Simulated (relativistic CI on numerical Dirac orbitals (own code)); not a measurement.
# Eu⁴⁺ (4f5) in crystal fields: levels and magnetism

How does a crystal field split the 4f5 shell of Eu⁴⁺, and what follows for the ground state and χT? 2 fields tried.

Program: relativistic CI on numerical Dirac orbitals (own code) version 1. Level of theory: Dirac-Coulomb-Breit CI, KLI orbitals optimised for each configuration, model QED (radiative potential, 1s self-energy scaled to tabulated hydrogen-like ionisation energies), one configuration in a parametric crystal field. These are calculated values, not measurements, unless marked.

### Step 1. The system

- ion: Eu⁴⁺ (Eu V)
- nuclear charge: 63
- electrons: 59
- open shell: 4f5
- Slater scale: 1
- field 1 (cm⁻¹): D3d, B20 = -150, B40 = -2650, B43 = -2050, B60 = 880, B63 = 390, B66 = 120
- field 2 (cm⁻¹): D4h, B20 = -990, B40 = 1800, B44 = -2080, B60 = 480, B64 = -270

Outer shells as boxes (Hund's rule):

[Xe] 4f5
```
[Xe] core
4f [↑ ][↑ ][↑ ][↑ ][↑ ][  ][  ]
```

### Step 2. Field 1: D3d, B20 = -150, B40 = -2650, B43 = -2050, B60 = 880, B63 = 390, B66 = 120

Input settings:

```ini
atom Eu  Z=63  charge=4  electrons=59
nucleus A=153  rms_radius_fm=5.1115
hamiltonian dirac-coulomb  breit=on  qed=on  c_scale=1
orbitals kli  potential=per-configuration
slater_scale 1
correlation none
mixing on
configurations
  [Xe] 4f5
end
crystal_field D3d B20=-150 B40=-2650 B43=-2050 B60=880 B63=390 B66=120
```

### Step 3. Field 2: D4h, B20 = -990, B40 = 1800, B44 = -2080, B60 = 480, B64 = -270

Changes to the settings of step 2:

```diff
@@ -10,2 +10,2 @@
 end
-crystal_field D3d B20=-150 B40=-2650 B43=-2050 B60=880 B63=390 B66=120
+crystal_field D4h B20=-990 B40=1800 B44=-2080 B60=480 B64=-270
```

(Steps that only read results are left out.)

Before running it: what results should come out? Wanted: ground spin; most axial ground doublet.

As calculated:

| field | ground state | degeneracy | S | J | first gap (cm⁻¹) | stabilisation (cm⁻¹) | χT at 2 K | χT at 300 K |
| --- | --- | --- | --- | --- | --- | --- | --- | --- |
| 1: D3d | G4 | 2 | 2.47 | 2.56 | 252 | -312 | 0.008 | 0.268 |
| 2: D4h | G7 | 2 | 2.47 | 2.51 | 206 | -293 | 0.040 | 0.265 |

χT is in cm³ K/mol; stabilisation counts from the free ion's lowest level; S and J come from the expectation values of their squares.

| quantity | value |
| --- | --- |
| ground spin (effective S from ⟨S²⟩) | 1: 2.47, 2: 2.47 |
| χT at 300 K | 0.26 to 0.27 cm³ K/mol |
| most axial ground doublet | field 2, g = 0.39, 0.39, 0.96 |

**Reading.** S of the ground state lies at 2.47: spin-orbit coupling mixes spin states. The field is a set of parameters, without covalency or charge transfer.
